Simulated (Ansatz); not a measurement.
# Sc12H: the cost of one run

Program: Ansatz 0.2.0. Level of theory: DFT PBE+D3(BJ), plane waves, PAW, scalar-relativistic, no spin polarisation. These are calculated values, not measurements.

## 1. The starting structure

The cell holds 13 atoms (HSc12): a = 6.620 Å, b = 9.930 Å, c = 5.276 Å, α = 90.00°, β = 90.00°, γ = 120.00°.

Structure file:

```
Sc H
1.0
     6.62000    0.00000    0.00000
    -4.96500    8.59963    0.00000
     0.00000    0.00000    5.27614
Sc H
12 1
Direct
  0.00000 0.00000 0.00000
  0.16667 0.22222 0.50000
  0.00000 0.33333 0.00000
  0.16667 0.55556 0.50000
  0.00000 0.66667 0.00000
  0.16667 0.88889 0.50000
  0.50000 0.00000 0.00000
  0.66667 0.22222 0.50000
  0.50000 0.33333 0.00000
  0.66667 0.55556 0.50000
  0.50000 0.66667 0.00000
  0.66667 0.88889 0.50000
  0.32347 0.10598 0.24984
```

## 2. Preparing the start

Input file input.yaml:

```yaml
accuracy: low
crystal:
  lattice:
    - [6.62, 0.0, 0.0]
    - [-4.965, 8.599632, 0.0]
    - [0.0, 0.0, 5.27614]
  atoms:
    - { symbol: Sc, position: [0.0, 0.0, 0.0] }
    - { symbol: Sc, position: [0.1666667, 0.2222222, 0.5] }
    - { symbol: Sc, position: [0.0, 0.3333333, 0.0] }
    - { symbol: Sc, position: [0.1666667, 0.5555556, 0.5] }
    - { symbol: Sc, position: [0.0, 0.6666667, 0.0] }
    - { symbol: Sc, position: [0.1666667, 0.8888889, 0.5] }
    - { symbol: Sc, position: [0.5, 0.0, 0.0] }
    - { symbol: Sc, position: [0.6666667, 0.2222222, 0.5] }
    - { symbol: Sc, position: [0.5, 0.3333333, 0.0] }
    - { symbol: Sc, position: [0.6666667, 0.5555556, 0.5] }
    - { symbol: Sc, position: [0.5, 0.6666667, 0.0] }
    - { symbol: Sc, position: [0.6666667, 0.8888889, 0.5] }
    - { symbol: H, position: [0.3234702, 0.1059755, 0.2498428] }
basis:
  ecutwfc: 420.0
kpoints:
  mp_grid: { grid: [2, 1, 2] }
hamiltonian:
  xc: pbe
  dispersion: d3bj
scf:
  occupations: { method: fermi_dirac, width: 0.1 }
  lower_state_search: "off"
relax:
  f_tol: 0.08
  max_steps: 25
  adjacent_minimum: "off"
output:
  write_density: true
  write_potential: true
  elf: true
  volumetric_format: npy
```

Launch:

```sh
> ansatz run input.yaml --threads 1 --pin off --max-ram 3072MiB --backend cpu --events-out ev --progress --plain --runs-dir out
```

**Question.** How long does this run take on 1 thread of Arm Neoverse V2, shared host, and how much memory does it need?

About 21 s, with a peak of 0.52 GiB.
